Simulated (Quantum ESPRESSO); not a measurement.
Crystal: Cu.

```xyz
1
Lattice="1.6400 2.3193 0.0000 -1.6400 2.3193 0.0000 0.0000 2.3193 1.9500" Properties=species:S:1:pos:R:3 pbc="T T T"
Cu    0.0000    0.0000    0.0000
```

The cell was built by a generator and needn't be a form met in nature.

Base run:

- Program: Quantum ESPRESSO 7.5
- Functional: PBEsol
- Potentials or basis: GBRV 1.5 PBEsol
- Cutoff: 762 eV
- Density cutoff: 6095 eV
- k mesh: 16 × 16 × 16
- Occupations: methfessel-paxton, width 0.1 eV
- Spin: no spin polarisation

Its results: band gap on the k mesh none (metal or under the smearing width); pressure -20.9 GPa.

Question: The run is repeated on the same cell with these changes: functional from PBEsol to LDA; potentials or basis from GBRV 1.5 PBEsol to GBRV 1.5 LDA. What comes out?

Answer: Band gap on the k mesh none (metal or under the smearing width); pressure -24.9 GPa.

Caveats: so large a pressure means that the cell lies far from this level's equilibrium, or that cutoff or potentials fall short.

Not every run made on this cell is shown here.
